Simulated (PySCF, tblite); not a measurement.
# C5H8F2O2Si: geometry, infrared bands and NMR shifts

What infrared bands and NMR shifts should C5H8F2O2Si (`O=CO[C@@H]1[SiH2][C@H]1CC(F)F`) show?

Programs: tblite 0.8.0 and PySCF 2.14.0, with density-fitted response routines of our own. Each step states its level of theory. These are calculated values for one molecule in the gas phase, unless marked as measured. Atoms are numbered from 0 throughout.

### 1 Starting geometry

18 atoms, charge 0, multiplicity 1; geometry from: force field or distance geometry start.

Bonds of the start (Å): O0–C1 1.24, C1–O2 1.34, O2–C3 1.45, C3–Si4 1.86, Si4–C5 1.88, C5–C6 1.50, C6–C7 1.51, C7–F8 1.36, C7–F9 1.36, C5–C3 1.49, C1–H10 1.09, C3–H11 1.09, Si4–H12 1.48, Si4–H13 1.47, C5–H14 1.08, C6–H15 1.10, C6–H16 1.10, C7–H17 1.09.

### 2 Geometry optimisation with GFN2-xTB

Job settings and geometry (Å):

```
{"job": {"kind": "relax", "xc": "GFN2-xTB", "basis": "xTB"}, "charge": 0, "multiplicity": 1}
O      3.724700    -0.181900     1.201000
C      3.446300     0.567200     0.259300
O      2.216300     0.834300    -0.208400
C      1.081600     0.253900     0.475400
Si     0.584100    -1.488900     0.046300
C     -0.187100     0.190100    -0.311600
C     -1.491100     0.550500     0.335000
C     -2.698600     0.073800    -0.445200
F     -2.773700    -1.288400    -0.409900
F     -3.840000     0.533200     0.142800
H      4.192300     1.109900    -0.329800
H      1.004100     0.444800     1.550000
H      0.979300    -2.051700    -1.263000
H     -0.313900    -2.228100     0.948000
H     -0.139700     0.498500    -1.347000
H     -1.549500     1.640400     0.440200
H     -1.554000     0.161400     1.366100
H     -2.689700     0.387500    -1.493900
```

Started as:

```console
$ OMP_NUM_THREADS=1 python probes_run.py task.json out
```

One launch serves the whole session: the jobs run in the order shown.

**Question.** This job is followed by: GFN2-xTB harmonic vibrations, gas phase; GIAO PBE0/pcSseg-1 NMR shielding, non-relativistic, gas phase. Predict these results of the whole session: strongest single infrared mode (GFN2-xTB); zero-point energy (GFN2-xTB); 13C shifts against TMS (PBE0/pcSseg-1); 1H shifts against TMS (PBE0/pcSseg-1); 17O shifts against H2O (PBE0/pcSseg-1); 29Si shifts against TMS (PBE0/pcSseg-1); 19F shifts against CFCl3 (PBE0/pcSseg-1).

**Answer**, as computed:

```
                                 quantity                                               value
strongest single infrared mode (GFN2-xTB)                               1701 cm⁻¹, 378 km/mol
             zero-point energy (GFN2-xTB)                                       77.0 kcal/mol
   13C shifts against TMS (PBE0/pcSseg-1)                  169.1, 124.3, 62.6, 41.4, 14.7 ppm
    1H shifts against TMS (PBE0/pcSseg-1)  7.95, 6.15, 4.50, 3.62, 3.07, 2.53, 1.40, 0.68 ppm
   17O shifts against H2O (PBE0/pcSseg-1)                                    448.5, 240.0 ppm
  29Si shifts against TMS (PBE0/pcSseg-1)                                          -120.9 ppm
 19F shifts against CFCl3 (PBE0/pcSseg-1)                                  -131.5, -140.3 ppm
```

In words: The optimisation took 162 steps and gained 0.612 eV; among the close pairs (by a distance rule), C3–Si4 changed most, from 1.863 to 1.926 Å. No mode is imaginary among the 48: a minimum at this level. The strongest single mode, at 1701 cm⁻¹, moves mainly C1 and O0. Unscaled tight-binding wavenumbers are off by several per cent, some by more. Its intensities can rank the bands wrongly. At PBE0/pcSseg-1: The widest tensor belongs to O0: span 662 ppm, with a paramagnetic part of -520 ppm.
